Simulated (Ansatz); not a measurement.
# Cs: the cost of one run

Method: DFT LDA, scalar-relativistic, plane waves, PAW, in Ansatz 0.2.0.

## Step 1: The system as given

Symmetry: I4_1/amd, No. 141, tetragonal system. Conventional cell: a = 5.108 Å, b = 5.108 Å, c = 19.192 Å, α = 90.00°, β = 90.00°, γ = 90.00°.

Coordinates:

```cif
data_structure
_symmetry_space_group_name_H-M 'I4_1/amd:1'
_symmetry_Int_Tables_number 141
_cell_length_a 5.1077
_cell_length_b 5.1077
_cell_length_c 19.1921
_cell_angle_alpha 90.000
_cell_angle_beta 90.000
_cell_angle_gamma 90.000
_cell_volume 500.69
loop_
_atom_site_label
_atom_site_type_symbol
_atom_site_symmetry_multiplicity
_atom_site_Wyckoff_symbol
_atom_site_fract_x
_atom_site_fract_y
_atom_site_fract_z
_atom_site_occupancy
Cs1 Cs 4 b 0.50000 0.00000 0.25000 1
```

The structure comes from the Materials Project (structure only).

## Step 2: Ground state at the listed geometry

The input, input.yaml:

```yaml
crystal:
  lattice:
    - [0.0, -5.1076926052, 0.0]
    - [5.1076926052, 0.0, 0.0]
    - [-2.5538463026, 2.5538463026, 9.5960667852]
  atoms:
    - { symbol: Cs, position: [0.25, 0.75, 0.5] }
    - { symbol: Cs, position: [0.5, 0.5, 0.0] }
basis:
  ecutwfc: 420
  fft_grid_basis: typed
kpoints:
  mp_grid: { grid: [8, 8, 8] }
hamiltonian:
  xc: lda
  pseudopotentials: { kind: paw }
scf:
  occupations: { method: gaussian, width: 0.05 }
output:
  forces: true
  stress: true
  eigenvalues: true
  bader: true
  write_density: true
  volumetric_format: npy
  elf: true
```

Command:

```
ansatz run input.yaml --threads 1 --pin off --max-ram 2560MiB --backend cpu --events-out ev --progress --plain --runs-dir out
```

**Question.** How long does this run take on 1 thread of Arm Neoverse N1, shared host, and how much memory does it need?

About 36 s, with a peak of 0.46 GiB.
